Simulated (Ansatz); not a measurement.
# C₂H₉NSi: up Jacob's ladder to CCSD(T)

Aim: compute C₂H₉NSi with functionals from several rungs and with coupled cluster. The yardstick is the atomisation energy at the CCSD(T) limit.

Method: functionals in def2-TZVPP, the program's frozen cores in correlated methods; program: Ansatz 0.2.0, Gaussian basis.

The runs, in order: LDA (SPW92), PBE-D4, revPBE-D4, BLYP-D4, r2SCAN-D4, B97M-V, PBE0-D4, B3LYP-D4, r2SCANh-D4, r2SCAN0-D4, HSE06-D4, BHLYP-D4, CAM-B3LYP-D4, LC-ωPBE, ωB97X-V, ωB97M-V, B2PLYP, PBE-QIDH; CCSD(T)/def2-SVP; CCSD(T)/def2-TZVPP; MP2/def2-QZVPP; extrapolation to the limit; RPA on PBE.

## Step 1: The geometry

The geometry comes from an earlier relaxation with PBE0-D4 in a triple-zeta def2 set; it is a stationary point, not always the lowest conformer.

SMILES `CNC[SiH3]`, 13 atoms, charge 0, spin multiplicity 1.

Atoms are counted from 1 here; the program's logs count them from 0.

Bond lengths: C1–N2 1.446 Å, C1–H5 1.092 Å, C1–H6 1.103 Å, C1–H7 1.094 Å, N2–C3 1.449 Å, N2–H8 1.012 Å, C3–Si4 1.882 Å, C3–H9 1.106 Å, C3–H10 1.097 Å, Si4–H11 1.488 Å, Si4–H12 1.485 Å, Si4–H13 1.490 Å. Angles: N2–C1–H5 109.9°, N2–C1–H6 113.7°, N2–C1–H7 109.4°, H5–C1–H6 108.5°, H5–C1–H7 107.7°, H6–C1–H7 107.5°, C1–N2–C3 113.4°, C1–N2–H8 109.9°, C3–N2–H8 110.1°, N2–C3–Si4 110.9°, N2–C3–H9 113.7°, N2–C3–H10 108.7°, Si4–C3–H9 110.0°, Si4–C3–H10 107.5°, H9–C3–H10 105.7°, C3–Si4–H11 110.0°, C3–Si4–H12 111.1°, C3–Si4–H13 109.3° and more.

## Step 2: LDA

This LDA is Slater exchange with PW92 correlation.

Input file in.yaml:

```yaml
crystal:
  periodic: [false, false, false]
  atoms:
    - {symbol: C, position_ang: [-0.859873, 1.830610, 0.144504]}
    - {symbol: N, position_ang: [-0.710239, 0.397507, 0.268998]}
    - {symbol: C, position_ang: [0.516095, -0.106581, -0.316154]}
    - {symbol: Si, position_ang: [0.632466, -1.975826, -0.126796]}
    - {symbol: H, position_ang: [-1.767677, 2.154918, 0.657547]}
    - {symbol: H, position_ang: [-0.007377, 2.402262, 0.548139]}
    - {symbol: H, position_ang: [-0.963260, 2.095207, -0.911486]}
    - {symbol: H, position_ang: [-0.766294, 0.128962, 1.242872]}
    - {symbol: H, position_ang: [1.429465, 0.371334, 0.084469]}
    - {symbol: H, position_ang: [0.510461, 0.115673, -1.390529]}
    - {symbol: H, position_ang: [1.971254, -2.450260, -0.571048]}
    - {symbol: H, position_ang: [-0.417918, -2.660320, -0.923183]}
    - {symbol: H, position_ang: [0.453199, -2.338385, 1.307566]}
basis:
  gaussian: {orbitals: def2-TZVPP}
hamiltonian: {xc: lda}
output: {orbitals: {seedname: orbitals}}
```

Started as:

```sh
$ ansatz run in.yaml --threads 4 --pin off --events-out ev --progress --plain --max-ram 10444MiB
```

The runs that follow: PBE-D4 (GGA); revPBE-D4 (GGA); BLYP-D4 (GGA); r2SCAN-D4 (meta-GGA); B97M-V (meta-GGA); PBE0-D4 (hybrid); B3LYP-D4 (hybrid); r2SCANh-D4 (hybrid); r2SCAN0-D4 (hybrid); HSE06-D4 (hybrid); BHLYP-D4 (hybrid); CAM-B3LYP-D4 (range-separated); LC-ωPBE (range-separated); ωB97X-V (range-separated); ωB97M-V (range-separated); B2PLYP (double hybrid); PBE-QIDH (double hybrid); CCSD(T) in def2-SVP; CCSD(T) in def2-TZVPP; MP2 in def2-QZVPP; RPA on PBE orbitals.

Before running them: what should the planned runs give, taken together? Wanted: atomisation energy, CCSD(T)/CBS; farthest beyond LDA; mean size of error, GGA; mean size of error, meta-GGA; mean size of error, hybrid; mean size of error, range-separated; mean size of error, double hybrid; gap, smallest and largest; T1 diagnostic.

As calculated:

| quantity | value |
| --- | --- |
| atomisation energy, CCSD(T)/CBS | 4510.5 kJ/mol |
| functionals within 22.6 kJ/mol (0.5 %) | BLYP-D4, r2SCAN-D4, B97M-V, PBE0-D4, B3LYP-D4, HSE06-D4, ωB97X-V, ωB97M-V |
| farthest beyond LDA | BHLYP-D4 (-83.5 kJ/mol) |
| mean size of error, GGA | 32.3 kJ/mol |
| mean size of error, meta-GGA | 6.6 kJ/mol |
| mean size of error, hybrid | 30.9 kJ/mol |
| mean size of error, range-separated | 23.1 kJ/mol |
| mean size of error, double hybrid | 42.9 kJ/mol |
| gap, smallest and largest | 4.87 eV (LDA (SPW92)), 12.04 eV (LC-ωPBE) |
| T1 diagnostic | 0.0100 |
| triples share of the correlation energy | 3.6 % |

In words: LDA overbinds by 580.1 kJ/mol (13 %). PBE-D4 is off by +47.1 kJ/mol. Double hybrids carry the basis error of their MP2 part in triple zeta, and no dispersion term here, so their miss is partly the set-up's. By mean error the best rung here is meta-GGA (6.6 kJ/mol) and the worst beyond LDA is double hybrid (42.9 kJ/mol). GGA functionals lie within the reference's doubt of that worst mean (32.3 kJ/mol), so those two tie. Misses under about 22.6 kJ/mol are within the doubt on the reference itself, which lacks core-valence correlation, relativity and higher excitations. Hartree-Fock recovers 74 % of the binding; the rest is correlation. CCSD(T) in def2-SVP is off by -237.9 kJ/mol, which most functionals beat. Orbital gaps span 4.9 to 12.0 eV; exact exchange widens them.
